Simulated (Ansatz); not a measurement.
**CH8O4Si2: one species, many methods**

One table from this session's results is given with a row withheld; the runs are named, their logs left out.

Computed with Ansatz 0.2.0, Gaussian basis. Level: functionals in def2-TZVPP, the program's frozen cores in correlated methods.

The runs, in order: PBE-D4, r2SCAN-D4, PBE0-D4, B3LYP-D4, ωB97X-V, ωB97M-V, B2PLYP; CCSD(T)/def2-TZVPP; MP2/def2-QZVPP; extrapolation to the limit.

## Structure used throughout

The geometry comes from an earlier relaxation with PBE0-D4 in a triple-zeta def2 set; it is a stationary point, not always the lowest conformer.

SMILES `CO[SiH2]O[SiH](O)O`, 15 atoms, charge 0, spin multiplicity 1.

Atoms are counted from 1 here; the program's logs count them from 0.

Bond lengths: C1–O2 1.412 Å, C1–H8 1.095 Å, C1–H9 1.095 Å, C1–H10 1.090 Å, O2–Si3 1.652 Å, Si3–O4 1.619 Å, Si3–H11 1.484 Å, Si3–H12 1.485 Å, O4–Si5 1.644 Å, Si5–O6 1.627 Å, Si5–O7 1.633 Å, Si5–H13 1.471 Å, O6–H14 0.959 Å, O7–H15 0.965 Å. Angles: O2–C1–H8 111.2°, O2–C1–H9 111.3°, O2–C1–H10 108.3°, H8–C1–H9 108.9°, H8–C1–H10 108.5°, H9–C1–H10 108.5°, C1–O2–Si3 122.9°, O2–Si3–O4 105.9°, O2–Si3–H11 109.9°, O2–Si3–H12 109.4°, O4–Si3–H11 110.4°, O4–Si3–H12 110.9°, H11–Si3–H12 110.2°, Si3–O4–Si5 139.6°, O4–Si5–O6 111.4°, O4–Si5–O7 108.0°, O4–Si5–H13 108.3°, O6–Si5–O7 110.1° and more.

The first run:

in.yaml reads:

```yaml
crystal:
  periodic: [false, false, false]
  atoms:
    - {symbol: C, position_ang: [0.383115, 2.117356, 1.454231]}
    - {symbol: O, position_ang: [0.160305, 0.940457, 0.705704]}
    - {symbol: Si, position_ang: [0.995481, 0.582278, -0.673429]}
    - {symbol: O, position_ang: [0.484391, -0.882534, -1.134906]}
    - {symbol: Si, position_ang: [-0.518394, -2.078337, -0.618786]}
    - {symbol: O, position_ang: [-1.423974, -2.661608, -1.837613]}
    - {symbol: O, position_ang: [-1.477800, -1.463186, 0.550185]}
    - {symbol: H, position_ang: [0.104593, 3.009195, 0.883213]}
    - {symbol: H, position_ang: [1.432137, 2.204245, 1.757219]}
    - {symbol: H, position_ang: [-0.233702, 2.074570, 2.352498]}
    - {symbol: H, position_ang: [0.696031, 1.588590, -1.722618]}
    - {symbol: H, position_ang: [2.450299, 0.568129, -0.378192]}
    - {symbol: H, position_ang: [0.305296, -3.209685, -0.164542]}
    - {symbol: H, position_ang: [-2.195497, -2.157071, -2.100246]}
    - {symbol: H, position_ang: [-1.162271, -0.632379, 0.927290]}
basis:
  gaussian: {orbitals: def2-TZVPP}
hamiltonian: {xc: pbe, dispersion: d4}
output: {forces: true, orbitals: {seedname: orbitals}}
```

The run is started by

```
ansatz run in.yaml --threads 2 --pin off --events-out ev --progress --plain --max-ram 32768MiB --backend cuda --devices 0, --max-vram 18GiB
```

Steps of the session up to this table: PBE-D4 (GGA); r2SCAN-D4 (meta-GGA); PBE0-D4 (hybrid); B3LYP-D4 (hybrid); ωB97X-V (range-separated); ωB97M-V (range-separated); B2PLYP (double hybrid); CCSD(T) in def2-TZVPP; MP2 in def2-QZVPP.

One table of the session follows, with a row left open; its other results are not shown here.

It belongs to the step «Atomisation energies». 

| method | atomisation energy (eV) |
| --- | --- |
| PBE-D4 | 61.658 |
| r2SCAN-D4 | 61.309 |
| PBE0-D4 | ? |
| B3LYP-D4 | 61.026 |
| ωB97X-V | 61.441 |
| ωB97M-V | 61.471 |
| B2PLYP | 60.600 |
| HF/def2-TZVPP | 44.428 |
| MP2/def2-TZVPP | 61.201 |
| CCSD/def2-TZVPP | 58.960 |
| CCSD(T)/def2-TZVPP | 59.806 |
| MP2/CBS | 63.037 |
| CCSD(T)/CBS | 61.642 |

**Question.** Estimate the row for PBE0-D4.

**Answer.** atomisation energy (eV): 60.517. In the column «atomisation energy (eV)» it lies between CCSD(T)/def2-TZVPP (59.806) and B2PLYP (60.600).

To keep in mind: Free atoms (1 C, 4 O, 2 Si, 8 H) were run apart at each level; the atomisation energy is their sum less the molecule, without zero-point or spin-orbit terms.
